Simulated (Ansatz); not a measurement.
Working through an equation of state with a fit of CuS, space group Fm-3m

With Ansatz 0.2.0 through its Python package.

Run as a notebook:

**Cell 1**
```python
import warnings

import ansatz as az
from ase.eos import EquationOfState
from ase.units import GPa
import numpy as np

XC = "r2scan"
CUTOFF_EV = 650
TOLERANCE = 1e-07
MESH = (8, 8, 8)
```

**Cell 2**
```python
VECTORS = np.array([
    [0.0, 2.439903, 2.439903],
    [2.439903, 0.0, 2.439903],
    [2.439903, 2.439903, 0.0],
])
SITES = [
    ("Cu", (0.0, 0.0, 0.0)),
    ("S", (0.5, 0.5, 0.5)),
]
```

**Cell 3**
```python
def make_crystal(cell):
    crystal = az.Crystal(lattice=az.Lattice.of(cell))
    for symbol, position in SITES:
        crystal = crystal.atom(symbol, position)
    return crystal
```

**Cell 4**
```python
warnings.simplefilter("ignore", az.DeckWarning)
```

**Cell 5**
```python
volumes, energies = [], []
for scale in np.linspace(0.92, 1.08, 7):
    cell = VECTORS * scale ** (1 / 3)
    calc = (
        make_crystal(cell).calculation()
        .functional(XC)
        .basis(CUTOFF_EV)
        .occupations(az.OccupationsMethod.GAUSSIAN, width=150 * az.meV)
        .scf(tolerance=TOLERANCE)
        .kpoints(*MESH)
    )
    rep = calc.run(threads=1).report
    volumes.append(abs(np.linalg.det(cell)) / len(SITES))
    energies.append(rep["free_energy_ev"] / len(SITES))
    print(f"V = {volumes[-1]:8.4f} A^3/atom  F = {energies[-1]:.5f} eV/atom")
```
Output:
```text
V =  13.3630 A^3/atom  F = -3768.67340 eV/atom
V =  13.7504 A^3/atom  F = -3768.69135 eV/atom
V =  14.1377 A^3/atom  F = -3768.69979 eV/atom
V =  14.5251 A^3/atom  F = -3768.70005 eV/atom
V =  14.9124 A^3/atom  F = -3768.69329 eV/atom
V =  15.2997 A^3/atom  F = -3768.68050 eV/atom
V =  15.6871 A^3/atom  F = -3768.66255 eV/atom
```

**Cell 6**
```python
eos = EquationOfState(volumes, energies, eos="vinet")
v0, e0, bulk = eos.fit()
print(f"V0 = {v0:.4f} A^3/atom, E0 = {e0:.5f} eV/atom, B = {bulk / GPa:.1f} GPa")
```
Output:
```text
V0 = 14.3424 A^3/atom, E0 = -3768.70087 eV/atom, B = 115.4 GPa
```

A third-order Birch-Murnaghan fit through the 7 points (the script's own form differs a little) has its minimum at 14.34 Å³ an atom, 1.3 % below the typed cell, with a bulk modulus of 115 GPa and dB/dP = 4.6. From that minimum the energy rises by 27.5 meV an atom on the compressed side and 38.3 meV on the expanded side.

Total energies depend on the potentials; only differences at equal settings carry meaning. Spin is left out of this run. The mesh is modest for a metal, so energies can be off by several to tens of meV an atom and pressures by half a GPa or more; differences at equal mesh fare better. The structure comes from a database of computed cells and needn't be a stable or known phase. Finished in 17 s on 1 thread of Arm Neoverse V2, with other jobs on the host, peak memory 0.45 GiB.

(Lines on the test bed's own set-up are left out of the output.)
